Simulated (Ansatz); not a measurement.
# ClFGaHO: a ladder of functionals and wavefunction methods

An exercise on one series of results from a longer session: the logs are not shown, and one member is left open.

Method: functionals in def2-TZVPP, the program's frozen cores in correlated methods; program: Ansatz 0.2.0, Gaussian basis.

The runs, in order: PBE-D4, r2SCAN-D4, PBE0-D4, B3LYP-D4, ωB97X-V, ωB97M-V, B2PLYP; CCSD(T)/def2-TZVPP; CCSD(T)/def2-QZVPP; extrapolation to the limit.

### The geometry

The geometry comes from an earlier relaxation with PBE0-D4 in a triple-zeta def2 set; it is a stationary point.

SMILES `[OH][Ga]([F])[Cl]`, 5 atoms, charge 0, spin multiplicity 1.

Atoms are counted from 1 here; the program's logs count them from 0.

Bond lengths: O1–Ga2 1.761 Å, O1–H5 0.961 Å, Ga2–F3 1.733 Å, Ga2–Cl4 2.115 Å. Angles: Ga2–O1–H5 113.2°, O1–Ga2–F3 117.3°, O1–Ga2–Cl4 124.2°, F3–Ga2–Cl4 118.5°.

Coordinates:

```xyz
5
charge 0, multiplicity 1
O    -0.0423    0.7607   -1.1679
Ga    0.2864   -0.1869    0.2792
F     1.9469   -0.4775    0.6798
Cl   -1.2109   -0.9824    1.5430
H    -0.9801    0.8861   -1.3342
```

Set-up of the first run:

The input, in.yaml:

```yaml
crystal:
  periodic: [false, false, false]
  atoms:
    - {symbol: O, position_ang: [-0.042274, 0.760731, -1.167865]}
    - {symbol: Ga, position_ang: [0.286449, -0.186908, 0.279229]}
    - {symbol: F, position_ang: [1.946856, -0.477505, 0.679757]}
    - {symbol: Cl, position_ang: [-1.210896, -0.982396, 1.543032]}
    - {symbol: H, position_ang: [-0.980135, 0.886068, -1.334153]}
basis:
  gaussian: {orbitals: def2-TZVPP}
hamiltonian: {xc: pbe, dispersion: d4}
output: {forces: true, orbitals: {seedname: orbitals}}
```

Run with:

```bash
ansatz run in.yaml --threads 2 --pin off --events-out ev --progress --plain --max-ram 22528MiB --backend cpu
```

Steps of the session up to this table: PBE-D4 (GGA); r2SCAN-D4 (meta-GGA); PBE0-D4 (hybrid); B3LYP-D4 (hybrid); ωB97X-V (range-separated); ωB97M-V (range-separated); B2PLYP (double hybrid); CCSD(T) in def2-TZVPP; CCSD(T) in def2-QZVPP.

One of the session's tables, all rows but one given; the rest of the session is left out.

| method | atomisation energy (eV) |
| --- | --- |
| PBE-D4 | 17.617 |
| r2SCAN-D4 | 17.454 |
| PBE0-D4 | 17.043 |
| B3LYP-D4 | 16.879 |
| ωB97X-V | 17.370 |
| ωB97M-V | 17.239 |
| B2PLYP | 17.062 |
| HF/def2-TZVPP | 11.896 |
| MP2/def2-TZVPP | 17.975 |
| CCSD/def2-TZVPP | 16.647 |
| CCSD(T)/def2-TZVPP | 17.036 |
| MP2/CBS | ? |
| CCSD(T)/CBS | 17.482 |

Q: Estimate the row for MP2/CBS from the others.

The run gave: atomisation energy (eV): 18.422. In the column «atomisation energy (eV)» it is the highest.
